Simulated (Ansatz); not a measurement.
# Ti5Al5Ni9Pt: the cost of one run

Program: Ansatz 0.2.0. Level of theory: DFT PBE, scalar-relativistic, plane waves, PAW. These are calculated values, not measurements.

## 1. The starting structure

The cell holds 20 atoms (Al5Ni9PtTi5): a = 6.136 Å, b = 6.860 Å, c = 6.860 Å, α = 90.00°, β = 90.00°, γ = 90.00°.

The sites of an ideal caesium chloride lattice, at a guessed lattice constant, take 9 Ni, 1 Pt; 5 Al, 5 Ti (sublattices apart by semicolons), with a shake of 0.02 Å. Warren-Cowley parameters of the first shell (negative: unlike neighbours preferred): Ni-Pt -0.11. In a cell this small the draw can fall short of the order aimed at.

The coordinates stand in the first input below.

## 2. Relaxation without symmetry, coarse mesh

A cheap relaxation: coarse mesh, no symmetry, loose thresholds.

The input, input.yaml:

```yaml
crystal:
  lattice:
    - [0.0, -6.13607866, 0.0]
    - [6.13607866, 0.0, 3.06803933]
    - [-3.06803933, 0.0, 6.13607866]
  atoms:
    - { symbol: Al, position: [0.2526142397, 0.2978690259, 0.096621904] }
    - { symbol: Al, position: [0.2534013691, 0.6995042255, 0.8961389754] }
    - { symbol: Al, position: [0.7524139177, 0.3046957466, 0.0986389763] }
    - { symbol: Al, position: [0.7484653334, 0.4991174243, 0.4960172612] }
    - { symbol: Al, position: [0.7461339148, 0.9010574358, 0.3009891612] }
    - { symbol: Ti, position: [0.2535127402, 0.5008857046, 0.494985007] }
    - { symbol: Ti, position: [0.7523309524, 0.7044622965, 0.9007935114] }
    - { symbol: Ti, position: [0.2540421423, 0.8971522733, 0.3052210602] }
    - { symbol: Ti, position: [0.2480415664, 0.095894911, 0.7052672726] }
    - { symbol: Ti, position: [0.7541231044, 0.102375005, 0.6974809669] }
    - { symbol: Ni, position: [0.4977792444, 0.9975467878, 0.9993453655], spin: 2.0 }
    - { symbol: Ni, position: [0.5002635573, 0.2034119333, 0.4000824845], spin: 2.0 }
    - { symbol: Ni, position: [0.5004684924, 0.4017344591, 0.806781326], spin: 2.0 }
    - { symbol: Ni, position: [0.9954145206, 0.9954289398, 0.9945334696], spin: 2.0 }
    - { symbol: Ni, position: [0.9952802795, 0.209911907, 0.4067414798], spin: 2.0 }
    - { symbol: Ni, position: [0.0026892084, 0.3973885449, 0.798645428], spin: 2.0 }
    - { symbol: Ni, position: [0.4991873821, 0.59646117, 0.1998766913], spin: 2.0 }
    - { symbol: Ni, position: [0.9974437032, 0.599605718, 0.1993285464], spin: 2.0 }
    - { symbol: Ni, position: [0.9965933683, 0.8013391222, 0.5944446068], spin: 2.0 }
    - { symbol: Pt, position: [0.4972441463, 0.7965217258, 0.6021430785] }
  symmetry: { detect: false }
basis:
  ecutwfc: 420
kpoints:
  mp_grid: { grid: [2, 2, 2], shift: [0.5, 0.5, 0.5] }
hamiltonian:
  xc: pbe
scf:
  occupations: { method: gaussian, width: 0.1 }
  lower_state_search: "off"
output:
  forces: true
  stress: true
  eigenvalues: true
  populations: true
magnetization:
  spin_polarized: true
relax:
  adjacent_minimum: "off"
  f_tol: 0.04
  max_steps: 50
  cell: { stress_tol: 0.3 }
```

Launch:

```console
ansatz run input.yaml --threads 4 --pin off --max-ram 9216MiB --backend cpu --events-out ev --progress --plain --runs-dir out
```

**Question.** How long does this run take on 4 threads of AMD EPYC 9R45 (Zen 5), shared host, and how much memory does it need?

About 1.8 min, with a peak of 1.4 GiB.
